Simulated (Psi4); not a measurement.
# SnH2O2 (SMILES [OH][Sn][OH]): wB97X-D/def2-QZVPPD (density fitting, core potential, sweep point 7)

What is the vertical electron affinity of SnH2O2 at wB97X-D/def2-QZVPPD (density fitting, core potential, sweep point 7)? 

The calculation is run with Psi4 1.11.

## (1) The structure to begin with

SnH2O2 has 5 atoms, charge 0, and is taken as a singlet. SMILES: `[OH][Sn][OH]`. The coordinates come from a PBE0-D4/def2-TZVP relaxation. This is one conformer, not always the lowest.

Bond lengths: O1–Sn2 1.987 Å, Sn2–O3 1.966 Å, O1–H4 0.960 Å, O3–H5 0.964 Å. Angles: O1–Sn2–O3 91.9°, Sn2–O1–H4 116.9°, Sn2–O3–H5 111.9°.

## (2) A single-point energy at wB97X-D/def2-QZVPPD (density fitting, core potential, sweep point 7)

The input, h2o2sn.py:

```python
import psi4

psi4.set_memory(1600000000)
psi4.set_num_threads(1)
psi4.set_output_file('run.log', False)

m = psi4.geometry("""
0 1
O     -1.86005742     0.33599330    -1.15991390
Sn    -0.29045091    -1.78371249     1.51348165
O      2.95137426     0.00548021     1.20205479
H     -3.59274731    -0.01058247    -1.57111830
H      2.88598974     1.31354863    -0.06292788
units au
symmetry c1
""")

psi4.set_options(dict(basis='def2-QZVPPD', reference='rks', puream=True, scf_type='df', dft_radial_points=99, dft_spherical_points=590))

result, w = psi4.energy("wb97x-d", return_wfn=True)
print(f'wb97x-d energy: {result:.10f} Eh')
```

On the command line:

```bash
$ python h2o2sn.py
```

run.log:

```text
[...]
    !!!  WARNING: ECP capability is in beta. Please check occupations closely.  !!!
[...]
  Running in c1 symmetry.
[...]
  Nuclear repulsion =  127.037901338857409
[...]
  Multiplicity = 1
[...]
  Nalpha       = 20
  Nbeta        = 20
[...]
    Number of basis functions: 286
[...]
   @DF-RKS iter   1:  -365.58615570526155   -1.50757e+00   4.21956e-03 DIIS/ADIIS
[...]
   @DF-RKS iter   9:  -366.11357406648835   -1.22501e-07   9.00025e-07 DIIS
[...]
    Orbital Energies [Eh]
    ---------------------
    Doubly Occupied:
       1A    -19.235000     2A    -19.229237     3A     -5.211614
       4A     -3.553643     5A     -3.546373     6A     -3.543010
       7A     -1.140052     8A     -1.133591     9A     -1.120452
      10A     -1.117438    11A     -1.111837    12A     -1.057427
      13A     -1.027323    14A     -0.601491    15A     -0.550538
      16A     -0.467013    17A     -0.411481    18A     -0.411112
      19A     -0.383931    20A     -0.344359
[...]
  @DF-RKS Final Energy:  -366.11357406648835
   => Energetics <=
    Nuclear Repulsion Energy =            127.0379013388574094
    One-Electron Energy =                -839.1183614248392360
    Two-Electron Energy =                 371.0208966794460252
    DFT Exchange-Correlation Energy =     -25.0531696314797543
    Empirical Dispersion Energy =          -0.0008410284727940
    VV10 Nonlocal Energy =                  0.0000000000000000
    Total Energy =                       -366.1135740664883542
[...]
 Multipole Moments:
 ------------------------------------------------------------------------------------
     Multipole            Electronic (a.u.)      Nuclear  (a.u.)        Total (a.u.)
 ------------------------------------------------------------------------------------
 L = 1.  Multiply by 2.5417464519 to convert [e a0] to [Debye]
 Dipole X            :         -7.2032247            6.3334203           -0.8698044
 Dipole Y            :        -19.1329486           18.6165279           -0.5164208
 Dipole Z            :         15.0284798          -14.9107793            0.1177005
 Magnitude           :                                                    1.0183828
[...]
```

On the terminal:

```text
wb97x-d energy: -366.1135740665 Eh
```

Run time: 74 s. Hardware: 1 thread of Intel Xeon Platinum 8488C (Sapphire Rapids), shared host; peak memory 1.3 GiB.

## (3) The doublet anion

The input, job.py:

```python
import psi4

psi4.set_memory('1600 MB')
psi4.set_num_threads(1)
psi4.core.set_output_file('run.log', False)

molecule = psi4.geometry("""
-1 2
O     -1.86005742     0.33599330    -1.15991390
Sn    -0.29045091    -1.78371249     1.51348165
O      2.95137426     0.00548021     1.20205479
H     -3.59274731    -0.01058247    -1.57111830
H      2.88598974     1.31354863    -0.06292788
units au
symmetry c1
""")

psi4.set_options({
    'basis': 'def2-QZVPPD',
    'reference': 'uks',
    'puream': True,
    'scf_type': 'df',
    'dft_radial_points': 99,
    'dft_spherical_points': 590,
    'maxiter': 100,
})

e_tot, wfn = psi4.energy('wb97x-d', return_wfn=True)
print(f'total energy {e_tot:.8f} hartree = {e_tot * 27.211386:.5f} eV')
for k, v in sorted(psi4.core.scalar_variables().items()):
    print(f'{k:45s} {v:18.10f}')
```

On the command line:

```bash
$ python job.py
```

run.log:

```text
[...]
    !!!  WARNING: ECP capability is in beta. Please check occupations closely.  !!!
[...]
  Running in c1 symmetry.
[...]
  Nuclear repulsion =  127.037901338857409
[...]
  Multiplicity = 2
[...]
  Nalpha       = 21
  Nbeta        = 20
[...]
    Number of basis functions: 286
[...]
   @DF-UKS iter   1:  -365.43161636904506   -1.35303e+00   4.56074e-03 DIIS/ADIIS
[...]
   @DF-UKS iter  11:  -366.12127058429013   -5.91208e-07   4.39854e-07 DIIS
[...]
   @S^2 Observed:                7.532683405E-01
[...]
    Orbital Energies [Eh]
    ---------------------
    Alpha Occupied:
       1A    -19.041082     2A    -19.034968     3A     -4.979317
       4A     -3.316706     5A     -3.316133     6A     -3.313575
       7A     -0.923942     8A     -0.909468     9A     -0.886114
      10A     -0.885135    11A     -0.883292    12A     -0.855559
      13A     -0.828677    14A     -0.405331    15A     -0.361715
      16A     -0.275576    17A     -0.225982    18A     -0.222821
      19A     -0.201697    20A     -0.146652    21A     -0.000402
    Alpha Virtual:
      22A      0.163133    23A      0.176143    24A      0.179405
      25A      0.214527    26A      0.216802    27A      0.219886
[...]
  @DF-UKS Final Energy:  -366.12127058429013
   => Energetics <=
    Nuclear Repulsion Energy =            127.0379013388574094
    One-Electron Energy =                -847.5312260526939099
    Two-Electron Energy =                 379.5156265170930396
    DFT Exchange-Correlation Energy =     -25.1427313590738635
    Empirical Dispersion Energy =          -0.0008410284727940
    VV10 Nonlocal Energy =                  0.0000000000000000
    Total Energy =                       -366.1212705842901300
[...]
 Multipole Moments:
 ------------------------------------------------------------------------------------
     Multipole            Electronic (a.u.)      Nuclear  (a.u.)        Total (a.u.)
 ------------------------------------------------------------------------------------
 L = 1.  Multiply by 2.5417464519 to convert [e a0] to [Debye]
 Dipole X            :         -6.8727997            6.3334203           -0.5393794
 Dipole Y            :        -18.5690193           18.6165279            0.0475086
 Dipole Z            :         14.6350658          -14.9107793           -0.2757134
 Magnitude           :                                                    0.6076225
[...]
```

On the terminal:

```text
total energy -366.12127058 hartree = -9962.66722 eV
CURRENT ENERGY                                   -366.1212705843
CURRENT REFERENCE ENERGY                         -366.1212705843
DD SOLVATION ENERGY                                 0.0000000000
DFT FUNCTIONAL TOTAL ENERGY                      -366.1204295558
DFT TOTAL ENERGY                                 -366.1212705843
DFT VV10 ENERGY                                     0.0000000000
DFT XC ENERGY                                     -25.1427313591
DISPERSION CORRECTION ENERGY                       -0.0008410285
GRID ELECTRONS ALPHA                               20.9999983188
GRID ELECTRONS BETA                                19.9999982839
GRID ELECTRONS TOTAL                               40.9999966027
NUCLEAR REPULSION ENERGY                          127.0379013389
ONE-ELECTRON ENERGY                              -847.5312260527
PCM POLARIZATION ENERGY                             0.0000000000
PE ENERGY                                           0.0000000000
SCF ITERATION ENERGY                             -366.1212705843
SCF ITERATIONS                                     11.0000000000
SCF TOTAL ENERGY                                 -366.1212705843
TWO-ELECTRON ENERGY                               379.5156265171
WB97X-D DISPERSION CORRECTION ENERGY               -0.0008410285
XC GRID RADIAL POINTS                              99.0000000000
XC GRID SPHERICAL POINTS                          590.0000000000
XC GRID TOTAL POINTS                           282558.0000000000
```

Run time: 2 min. Hardware: 1 thread of Intel Xeon Platinum 8488C (Sapphire Rapids), shared host; peak memory 1.4 GiB.

## (4) What came out

At wB97X-D/def2-QZVPPD (density fitting, core potential, sweep point 7):

| quantity | value |
| --- | --- |
| singlet SnH2O2: total energy | -366.11357 Eh |
| singlet SnH2O2: dipole moment | 2.59 D |
| singlet SnH2O2: HOMO energy | -9.37 eV |
| singlet SnH2O2: LUMO energy | -0.46 eV |
| singlet SnH2O2: HOMO–LUMO gap | 8.91 eV |
| singlet SnH2O2: dispersion energy | -2.21 kJ/mol |
| doublet anion: total energy | -366.12127 Eh |
| doublet anion: HOMO energy (highest over α and β) | -0.01 eV |
| doublet anion: LUMO energy (lowest over α and β) | 4.44 eV |
| doublet anion: dispersion energy | -2.21 kJ/mol |
| doublet anion: ⟨S²⟩ | 0.753 |
| vertical electron affinity (to the doublet anion) | 0.209 eV |

**Reading.** At fixed nuclei the extra electron is bound by 0.21 eV (20.2 kJ/mol).
